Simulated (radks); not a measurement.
# Fe¹³⁺ in [He] 2s2 2p5.75 3s2 3p1 3d0.25: an all-electron calculation

Wanted: eigenvalues, radial structure and energy terms of the iron ion Fe13+.

Program: radks (a radial shooting solver on a logarithmic mesh, Libxc functionals) version 1. Level of theory: scalar-relativistic Kohn-Sham, SCAN, spin-polarised, spherical densities, finite nucleus; open shells are filled with parallel spins first. These are calculated values, not measurements, unless marked.

## Step 1: Starting point

* element: iron (Z = 26)
* charge: +13
* electrons: 13
* configuration: [He] 2s2 2p5.75 3s2 3p1 3d0.25
* nuclear rms radius: 3.7377 fm

## Step 2: The calculation

The run's settings:

```text
Z 26
configuration [He] 2s2 2p5.75 3s2 3p1 3d0.25
relativity scalar-relativistic
functional scan,scan
spin polarised
nucleus finite rms 3.7377 fm
c 137.035999084
```

**Question.** What will this run give?

The runs gave:

```
                        quantity                      value
                    total energy        -1190.92060 hartree
exchange-correlation share of it                     3.68 %
                            −T/E                     1.0131
          highest occupied level          3d up, -324.11 eV
    most extended occupied level  3s down, <r> = 0.692 bohr
 radius at density 0.001 e/bohr³                  1.62 bohr
    maxima of the radial density                          2
```

**Reading.** 3 principal shells are occupied and 2 maxima appear in the radial density; where shells overlap, one shows as a shoulder or not at all. Relativity lifts −T/E to 1.013. This is not the tabulated ground configuration, so its levels and sizes aren't those of the ground state, and no measured value stands beside it.
